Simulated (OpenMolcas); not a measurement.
**SnS (SMILES [S][Sn]) at B97-1/def2-QZVPP (RICD fitting, core potential)**

What is the energy change on altering one bond length of SnS at B97-1/def2-QZVPP (RICD fitting, core potential)? 

Program for the calculation: OpenMolcas 26.06.

### Step 1. The structure to begin with

SnS has 2 atoms, charge 0, and is taken as a singlet. SMILES: `[S][Sn]`. The bond length is the measured one.

Bond lengths: S1–Sn2 2.209 Å.

### Step 2. Energy and forces at B97-1/def2-QZVPP (RICD fitting, core potential)

File job.inp:

```
>>> EXPORT MOLCAS_PRINT=2

&GATEWAY
 BasLib=$CurrDir
 Coord
 2
 angstrom
 S        0.000000       0.000000       0.000000
 Sn       0.000000       0.000000       2.209026
 Basis=def2-QZVPP
 Group=NoSym
 RICD

&SEWARD

&SCF
 KSDFT=HYB_GGA_XC_B97_1
 PrOrbitals=1 1

&ALASKA
```

The basis set def2-QZVPP is read from a file made from the Basis Set Exchange's data (not shown).

Command:

```console
export MOLCAS_MEM=1860
pymolcas job.inp > job.log
```

Log:

```text
--- Start Module: gateway ---
[...]
--- Stop Module: gateway /rc=_RC_ALL_IS_WELL_ ---
[...]
      Basis functions          152
[...]
--- Start Module: scf ---
[...]
       Convergence after  14 Iterations
[...]
::    Total KS-DFT energy                            -612.5150294328
[...]
      Total spin, S                                     0.0000000000
[...]
      Total electronic charge=   38.000000
      Total            charge=   -0.000000
[...]
      Dipole Moment (debye):
      Origin of the operator (angstrom)=    0.0000    0.0000    1.7440
                   X=  1.0734E-13               Y= -1.8132E-14               Z=  3.4442E+00           Total=  3.4442E+00
      Quadrupole Moment (debye*angstrom):
[...]
--- Stop Module: scf /rc=_RC_ALL_IS_WELL_ ---
[...]
--- Start Module: alaska ---
[...]
 *              Molecular gradients               *
 **************************************************
  Irreducible representation: a
 ------------------------------------------------------------------------------------------
                              X                       Y                       Z
 ------------------------------------------------------------------------------------------
  S1                3.73735313442713E-15    1.14761143162673E-14    4.13137427232257E-03
  SN2              -3.74426492494237E-15   -1.14758974766102E-14   -4.13137427501553E-03
 ------------------------------------------------------------------------------------------
--- Stop Module: alaska /rc=_RC_ALL_IS_WELL_ ---
[...]
```

Run time: 26 s. Hardware: 1 thread of Arm Neoverse V2, shared host; peak memory 0.47 GiB.

### Step 3. The distorted shape at the same level

File job.inp:

```
&gateway
baslib=$CurrDir
coord
2
angstrom
S        0.000000       0.000000      -0.220874
Sn       0.000000       0.000000       2.209026
basis=def2-QZVPP
group=NoSym
ricd
&seward
&scf
ksdft=HYB_GGA_XC_B97_1
prorbitals=1 1
&alaska
```

The basis set def2-QZVPP is read from a file made from the Basis Set Exchange's data (not shown).

Command:

```console
export MOLCAS_MEM=1860
pymolcas job.inp > job.log
```

Log:

```text
--- Start Module: gateway ---
[...]
--- Stop Module: gateway /rc=_RC_ALL_IS_WELL_ ---
[...]
      Basis functions          152
[...]
--- Start Module: scf ---
[...]
       Convergence after  15 Iterations
[...]
::    Total KS-DFT energy                            -612.5012358192
[...]
      Total spin, S                                     0.0000000000
[...]
      Total electronic charge=   38.000000
      Total            charge=   -0.000000
[...]
      Dipole Moment (debye):
      Origin of the operator (angstrom)=    0.0000    0.0000    1.6975
                   X= -1.7620E-14               Y=  7.2747E-15               Z=  4.4746E+00           Total=  4.4746E+00
      Quadrupole Moment (debye*angstrom):
[...]
--- Stop Module: scf /rc=_RC_ALL_IS_WELL_ ---
[...]
--- Start Module: alaska ---
[...]
 *              Molecular gradients               *
 **************************************************
  Irreducible representation: a
 ------------------------------------------------------------------------------------------
                              X                       Y                       Z
 ------------------------------------------------------------------------------------------
  S1               -6.24623037163573E-15   -2.41608388268880E-15   -6.00929291203585E-02
  SN2               6.24782956985849E-15    2.41879438936939E-15    6.00929291251049E-02
 ------------------------------------------------------------------------------------------
--- Stop Module: alaska /rc=_RC_ALL_IS_WELL_ ---
[...]
```

It took 27 s on 1 thread of Arm Neoverse V2, shared host; peak memory 0.47 GiB.

### Step 4. Outcome

At B97-1/def2-QZVPP (RICD fitting, core potential):

| quantity | value |
| --- | --- |
| first shape: total energy | -612.51503 Eh |
| first shape: dipole moment | 3.44 D |
| first shape: HOMO energy | -7.10 eV |
| first shape: LUMO energy | -2.57 eV |
| first shape: HOMO–LUMO gap | 4.53 eV |
| first shape: largest force on an atom | 0.212 eV/Å |
| distorted shape: total energy | -612.50124 Eh |
| distorted shape: dipole moment | 4.47 D |
| distorted shape: HOMO energy | -6.62 eV |
| distorted shape: LUMO energy | -2.98 eV |
| distorted shape: HOMO–LUMO gap | 3.64 eV |
| distorted shape: largest force on an atom | 3.090 eV/Å |
| energy change with the S1–Sn2 bond stretched from 2.209 to 2.430 Å | 0.375 eV |

With the S1–Sn2 bond stretched from 2.209 to 2.430 Å the energy rises by 0.38 eV (8.7 kcal/mol). The first shape isn't relaxed at this level, so the change isn't measured from a minimum.
